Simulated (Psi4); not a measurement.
# SVWN5/def2-TZVP (core potential) run of ZrO (SMILES [O][Zr])

What is the energy change on altering one bond length of ZrO at SVWN5/def2-TZVP (core potential)? 

Program for the calculation: Psi4 1.11.

1 further run of the same task is left out (set aside as unsound or not needed).

### Step 1. The system as given

ZrO has 2 atoms, charge 0, and is taken as a singlet. As SMILES, `[O][Zr]`. Geometry: the measured bond length.

Bond lengths: O1–Zr2 1.712 Å.

### Step 2. Energy and gradient at SVWN5/def2-TZVP (core potential)

Contents of job.dat:

```
memory 1600 MB

molecule geom {
  O      0.000000     0.000000     0.000000
  Zr     0.000000     0.000000     1.711600
  units angstrom
  symmetry c1
}

set {
  basis def2-TZVP
  puream true
  e_convergence 1e-09
  d_convergence 1e-08
  scf_type pk
  dft_radial_points 99
  dft_spherical_points 590
}

E, wfn = gradient('scf', dft_functional={"name": "SVWN5", "x_functionals": {"LDA_X": {}}, "c_functionals": {"LDA_C_VWN": {}}}, return_wfn=True)
oeprop(wfn, 'QUADRUPOLE', 'DIPOLE', 'MAYER_INDICES', title='SCF')
```

Run with:

```
$ psi4 -n 1 job.dat job.out
```

job.out:

```text
[...]
    !!!  WARNING: ECP capability is in beta. Please check occupations closely.  !!!
[...]
  Running in c1 symmetry.
[...]
  Nuclear repulsion =   29.680423127085774
[...]
  Multiplicity = 1
[...]
  Nalpha       = 10
  Nbeta        = 10
[...]
    Number of basis functions: 71
[...]
   @RKS iter   1:  -121.13252001954005    1.86516e-01   1.52413e-02 ADIIS/DIIS
[...]
   @RKS iter  17:  -121.64462372431731   -1.93268e-12   2.40910e-09 DIIS
[...]
    Orbital Energies [Eh]
    ---------------------
    Doubly Occupied:
       1A    -18.627794     2A     -2.060563     3A     -1.255183
       4A     -1.238237     5A     -1.238237     6A     -0.792413
       7A     -0.328086     8A     -0.328086     9A     -0.319279
      10A     -0.174779
[...]
  @RKS Final Energy:  -121.64462372431731
   => Energetics <=
    Nuclear Repulsion Energy =             29.6804231270857741
    One-Electron Energy =                -240.5583200999589053
    Two-Electron Energy =                 102.9005234921457657
    DFT Exchange-Correlation Energy =     -13.6672502435899368
    Empirical Dispersion Energy =           0.0000000000000000
    VV10 Nonlocal Energy =                  0.0000000000000000
    Total Energy =                       -121.6446237243173130
[...]
  -Total Gradient:
     Atom            X                  Y                   Z
    ------   -----------------  -----------------  -----------------
       1       -0.000000000049    -0.000000000109    -0.000327226242
       2        0.000000000049     0.000000000109     0.000335610863
[...]
 Multipole Moments:
 ------------------------------------------------------------------------------------
     Multipole            Electronic (a.u.)      Nuclear  (a.u.)        Total (a.u.)
 ------------------------------------------------------------------------------------
 L = 1.  Multiply by 2.5417464519 to convert [e a0] to [Debye]
 Dipole X            :         -0.0000001            0.0000000           -0.0000001
 Dipole Y            :         -0.0000001            0.0000000           -0.0000001
 Dipole Z            :         17.0686774          -16.1050990            0.9635784
 Magnitude           :                                                    0.9635784
 L = 2.  Multiply by 1.3450342976 to convert [e a0^2] to [Debye ang]
 Quadrupole XX       :        -22.8966590            0.0000000          -22.8966590
 Quadrupole XY       :          0.0000010            0.0000000            0.0000010
[...]
```

It took 5.1 s on 1 thread of Intel Xeon 6975P-C (Granite Rapids), shared host; peak memory 0.32 GiB.

### Step 3. The distorted shape

Contents of job.dat:

```
memory 1.6 GB

molecule mol {
  O      0.000000     0.000000    -0.513500
  Zr     0.000000     0.000000     1.711600
  symmetry c1
  no_reorient
  no_com
}

set {
  basis def2-TZVP
  puream true
  e_convergence 1e-09
  d_convergence 1e-08
  scf_type pk
  dft_radial_points 99
  dft_spherical_points 590
}

E = gradient('scf', dft_functional={"name": "SVWN5", "x_functionals": {"LDA_X": {}}, "c_functionals": {"LDA_C_VWN": {}}})
```

Run with:

```
$ psi4 job.dat job.out -n 1
```

job.out:

```text
[...]
    !!!  WARNING: ECP capability is in beta. Please check occupations closely.  !!!
[...]
  Running in c1 symmetry.
[...]
  Nuclear repulsion =   22.830889499042744
[...]
  Multiplicity = 1
[...]
  Nalpha       = 10
  Nbeta        = 10
[...]
    Number of basis functions: 71
[...]
   @RKS iter   1:  -120.85411687456579    2.32260e-01   1.60571e-02 DIIS/ADIIS
[...]
   @RKS iter  22:  -121.52859747363834   -7.24754e-12   6.60035e-09 DIIS
[...]
    Orbital Energies [Eh]
    ---------------------
    Doubly Occupied:
       1A    -18.611509     2A     -2.096047     3A     -1.275255
       4A     -1.275255     5A     -1.248713     6A     -0.759483
       7A     -0.272007     8A     -0.247089     9A     -0.247089
      10A     -0.192109
[...]
  @RKS Final Energy:  -121.52859747363834
   => Energetics <=
    Nuclear Repulsion Energy =             22.8308894990427440
    One-Electron Energy =                -227.0426238011796158
    Two-Electron Energy =                  96.1461868161911895
    DFT Exchange-Correlation Energy =     -13.4630499876926617
    Empirical Dispersion Energy =           0.0000000000000000
    VV10 Nonlocal Energy =                  0.0000000000000000
    Total Energy =                       -121.5285974736383423
[...]
 Multipole Moments:
 ------------------------------------------------------------------------------------
     Multipole            Electronic (a.u.)      Nuclear  (a.u.)        Total (a.u.)
 ------------------------------------------------------------------------------------
 L = 1.  Multiply by 2.5417464519 to convert [e a0] to [Debye]
 Dipole X            :         -0.0000001            0.0000000           -0.0000001
 Dipole Y            :          0.0000003            0.0000000            0.0000003
 Dipole Z            :        -29.0988226           31.0504679            1.9516453
 Magnitude           :                                                    1.9516453
[...]
  -Total Gradient:
     Atom            X                  Y                   Z
    ------   -----------------  -----------------  -----------------
       1        0.000000000001    -0.000000000563    -0.154337603696
       2       -0.000000000001     0.000000000563     0.154340509509
[...]
```

Wall time 5.4 s (1 thread of Intel Xeon 6975P-C (Granite Rapids), shared host); peak memory 0.31 GiB.

### Step 4. Outcome

Level: SVWN5/def2-TZVP (core potential).

| quantity | value |
| --- | --- |
| first shape: total energy | -121.64462 Eh |
| first shape: dipole moment | 2.45 D |
| first shape: HOMO energy | -4.76 eV |
| first shape: LUMO energy | -4.44 eV |
| first shape: HOMO–LUMO gap | 0.32 eV |
| first shape: largest force on an atom | 0.017 eV/Å |
| distorted shape: total energy | -121.52860 Eh |
| distorted shape: dipole moment | 4.96 D |
| distorted shape: HOMO energy | -5.23 eV |
| distorted shape: LUMO energy | -5.16 eV |
| distorted shape: HOMO–LUMO gap | 0.06 eV |
| distorted shape: largest force on an atom | 7.937 eV/Å |
| energy change with the O1–Zr2 bond stretched from 1.712 to 2.225 Å | 3.157 eV |

With the O1–Zr2 bond stretched from 1.712 to 2.225 Å the energy rises by 3.16 eV (73 kcal/mol).
